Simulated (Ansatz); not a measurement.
# KMgPd3: the cost of one run

Program: Ansatz 0.2.0. Level of theory: DFT PBE, scalar-relativistic, plane waves, PAW. These are calculated values, not measurements.

1 further run of the same task is left out (it didn't finish).

**1. Starting point**

Symmetry: Pm-3m, No. 221, cubic system. The conventional cell has a = 4.775 Å, b = 4.775 Å, c = 4.775 Å, α = 90.00°, β = 90.00°, γ = 90.00°. K (site symmetry m-3m) is surrounded by 12 Pd at 3.38 Å. Mg (site symmetry m-3m) is surrounded by 6 Pd at 2.39 Å. Around Pd (site symmetry 4/mmm) lie 2 Mg at 2.39 Å.

As a file:

```cif
data_structure
_symmetry_space_group_name_H-M 'Pm-3m'
_symmetry_Int_Tables_number 221
_cell_length_a 4.7754
_cell_length_b 4.7754
_cell_length_c 4.7754
_cell_angle_alpha 90.000
_cell_angle_beta 90.000
_cell_angle_gamma 90.000
_cell_volume 108.90
loop_
_atom_site_label
_atom_site_type_symbol
_atom_site_symmetry_multiplicity
_atom_site_Wyckoff_symbol
_atom_site_fract_x
_atom_site_fract_y
_atom_site_fract_z
_atom_site_occupancy
K1 K 1 a 0.00000 0.00000 0.00000 1
Mg1 Mg 1 b 0.50000 0.50000 0.50000 1
Pd1 Pd 3 c 0.00000 0.50000 0.50000 1
```

A structure generator made this guess: random cell by space group and Wyckoff sites (Pm-3m, No. 221). Lengths come from tabulated atomic sizes and are only a guess.

**2. Probe: one point on a coarse mesh**

input.yaml reads:

```yaml
crystal:
  lattice:
    - [4.77537992, 0.0, 0.0]
    - [0.0, 4.77537992, 0.0]
    - [0.0, 0.0, 4.77537992]
  atoms:
    - { symbol: K, position: [0.0, 0.0, 0.0] }
    - { symbol: Mg, position: [0.5, 0.5, 0.5] }
    - { symbol: Pd, position: [0.0, 0.5, 0.5] }
    - { symbol: Pd, position: [0.5, 0.0, 0.5] }
    - { symbol: Pd, position: [0.5, 0.5, 0.0] }
basis:
  ecutwfc: 420
kpoints:
  mp_grid: { grid: [4, 4, 4] }
hamiltonian:
  xc: pbe
scf:
  occupations: { method: gaussian, width: 0.1 }
  lower_state_search: "off"
output:
  forces: true
  stress: true
  eigenvalues: true
```

Launch:

```
ansatz run input.yaml --threads 1 --pin off --max-ram 2560MiB --backend cpu --events-out ev --progress --plain --runs-dir out
```

**Question.** How long does this run take on 1 thread of Arm Neoverse V2, shared host, and how much memory does it need?

About 2.2 s, with a peak of 0.35 GiB.
